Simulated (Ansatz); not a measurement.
# TiC+ (doublet): from Hartree-Fock to the top rungs, def2-QZVPP

The task here is to estimate one member of a computed series from the others.

Method: def2-QZVPP, core rule «outside noble gas», up to 10 orbitals frozen; program: Ansatz 0.2.0, Gaussian basis.

To be run: UHF; ROHF; CCSD(T) on UHF.

## The system

The geometry is a PBE0/def2-TZVP stationary point (not a proven minimum) of the parent state, kept for this charge and spin.

2 atoms, charge 1, spin multiplicity 2.

Atoms are counted from 1 here; the program's logs count them from 0.

Bond lengths: Ti1–C2 1.772 Å.

Set-up of the first run:

File in.yaml:

```yaml
crystal:
  periodic: [false, false, false]
  atoms:
    - {symbol: Ti, position_ang: [0.000000, 0.000000, 0.000000]}
    - {symbol: C, position_ang: [0.000000, 0.000000, 1.771600]}
basis:
  gaussian: {orbitals: "def2-QZVPP.json"}
total_charge: 1
magnetization: {spin_polarized: true, initial_magnetization: 1}
hamiltonian: {xc: hf}
output: {orbitals: {seedname: orbitals}}
```

Command:

```console
$ ansatz run in.yaml --threads 1 --pin off --events-out ev --progress --plain --max-ram 4096MiB --backend cpu
```

Steps of the session up to this table: UHF; ROHF; CCSD(T) on UHF.

One of the session's tables, all rows but one given; the rest of the session is left out.

It belongs to the step «Misses and costs». 

| method | from UCCSD(T) (meV) |
| --- | --- |
| ROHF | +8529.6 |
| UMP2 | ? |
| UCCSD | +516.0 |
| UCCSD(T) | 0 |

Q: Estimate the row for UMP2 from the others.

As computed: from UCCSD(T) (meV): +2046.2. In the column «from UCCSD(T) (meV)» it lies between UCCSD (+516.0) and ROHF (+8529.6).

Left out of the table: UHF (another determinant or state than the rows shown).

Limits of these values: The determinant of HF (⟨S²⟩ 2.45) is far from a pure spin state, so its energy mixes those of several spin states; that is harmless only where they are near-degenerate. The determinant of CCSD(T) (⟨S²⟩ 2.28) is far from a pure spin state, so its energy mixes those of several spin states; high orders of coupled cluster remove much of that, low ones don't. Warnings: spin contamination; coupled cluster took another determinant than the lowest.
